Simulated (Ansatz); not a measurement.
# Si3Ge2H12: how energies converge with the basis set

How large a basis does Si3Ge2H12 need? Two functionals are run in growing sets.

Method: one geometry, several basis sets; program: Ansatz 0.2.0, Gaussian basis.

Levels to be run: PBE0-D4/def2-SVP; ωB97M-V/def2-SVP; PBE0-D4/def2-QZVPP; ωB97M-V/def2-QZVPP; the functionals' def2-TZVPP values are taken from earlier runs.

1 further run of the same task is left out (it didn't finish).

### Step 1. Structure used throughout

All runs share one geometry, relaxed beforehand with PBE0-D4 in a triple-zeta def2 set.

SMILES `[SiH3][SiH2][GeH2][SiH2][GeH3]`, 17 atoms, charge 0, spin multiplicity 1.

Atoms are counted from 1 here; the program's logs count them from 0.

Bond lengths: Si1–Si2 2.337 Å, Si1–H6 1.488 Å, Si1–H7 1.488 Å, Si1–H8 1.488 Å, Si2–Ge3 2.382 Å, Si2–H9 1.489 Å, Si2–H10 1.490 Å, Ge3–Si4 2.381 Å, Ge3–H11 1.541 Å, Ge3–H12 1.541 Å, Si4–Ge5 2.379 Å, Si4–H13 1.489 Å, Si4–H14 1.489 Å, Ge5–H15 1.538 Å, Ge5–H16 1.538 Å, Ge5–H17 1.538 Å. Angles: Si2–Si1–H6 109.8°, Si2–Si1–H7 111.6°, Si2–Si1–H8 109.4°, H6–Si1–H7 108.8°, H6–Si1–H8 108.4°, H7–Si1–H8 108.8°, Si1–Si2–Ge3 109.4°, Si1–Si2–H9 110.4°, Si1–Si2–H10 109.4°, Ge3–Si2–H9 110.8°, Ge3–Si2–H10 108.4°, H9–Si2–H10 108.3°, Si2–Ge3–Si4 108.7°, Si2–Ge3–H11 110.2°, Si2–Ge3–H12 110.0°, Si4–Ge3–H11 109.6°, Si4–Ge3–H12 110.4°, H11–Ge3–H12 108.0° and more.

As a file:

```
Si    0.1334    2.6498    0.2823
Si   -1.1025    1.2368   -1.1097
Ge    0.2646   -0.5881   -1.7988
Si    1.2497   -1.5745    0.1316
Ge   -0.4280   -1.9487    1.7763
H     1.3054    3.1881   -0.4602
H    -0.6877    3.7888    0.7741
H     0.6317    1.8782    1.4534
H    -1.6168    1.9877   -2.2886
H    -2.2675    0.6936   -0.3567
H    -0.5843   -1.6381   -2.5406
H     1.3578   -0.0921   -2.7642
H     1.9214   -2.8586   -0.2108
H     2.2730   -0.6431    0.6822
H     0.1477   -2.6342    3.0267
H    -1.5451   -2.8371    1.2026
H    -1.0529   -0.6084    2.2004
```

### Step 2. PBE0-D4 in def2-SVP

in.yaml

```yaml
crystal:
  periodic: [false, false, false]
  atoms:
    - {symbol: Si, position_ang: [0.133448, 2.649765, 0.282286]}
    - {symbol: Si, position_ang: [-1.102506, 1.236802, -1.109737]}
    - {symbol: Ge, position_ang: [0.264572, -0.588124, -1.798750]}
    - {symbol: Si, position_ang: [1.249739, -1.574502, 0.131647]}
    - {symbol: Ge, position_ang: [-0.428043, -1.948725, 1.776306]}
    - {symbol: H, position_ang: [1.305407, 3.188139, -0.460155]}
    - {symbol: H, position_ang: [-0.687695, 3.788836, 0.774104]}
    - {symbol: H, position_ang: [0.631712, 1.878247, 1.453408]}
    - {symbol: H, position_ang: [-1.616805, 1.987697, -2.288590]}
    - {symbol: H, position_ang: [-2.267457, 0.693577, -0.356695]}
    - {symbol: H, position_ang: [-0.584343, -1.638145, -2.540579]}
    - {symbol: H, position_ang: [1.357848, -0.092150, -2.764209]}
    - {symbol: H, position_ang: [1.921397, -2.858622, -0.210841]}
    - {symbol: H, position_ang: [2.273010, -0.643125, 0.682158]}
    - {symbol: H, position_ang: [0.147727, -2.634199, 3.026681]}
    - {symbol: H, position_ang: [-1.545079, -2.837091, 1.202551]}
    - {symbol: H, position_ang: [-1.052943, -0.608388, 2.200405]}
basis:
  gaussian: {orbitals: def2-SVP}
hamiltonian: {xc: pbe0, dispersion: d4}
output: {orbitals: {seedname: orbitals}}
```

The runs that follow: ωB97M-V in def2-SVP; PBE0-D4 in def2-QZVPP; ωB97M-V in def2-QZVPP.

**Question.** What will the summary of the whole plan be? Wanted: PBE0-D4: double and triple zeta above quadruple; ωB97M-V: double and triple zeta above quadruple.

**Answer**, as computed:

| quantity | value |
| --- | --- |
| PBE0-D4: double and triple zeta above quadruple | 25.77, 3.23 eV |
| ωB97M-V: double and triple zeta above quadruple | 25.77, 3.13 eV |

What this shows: PBE0-D4 gains 22.54 eV from double to triple zeta, then 3.23 eV more. These are total energies; as a rule much of such shifts cancels in differences, which this series doesn't test. The LUMO of ωB97M-V is positive and keeps falling with the basis (1.67 to 1.01 eV): an unbound level that the basis holds in place.
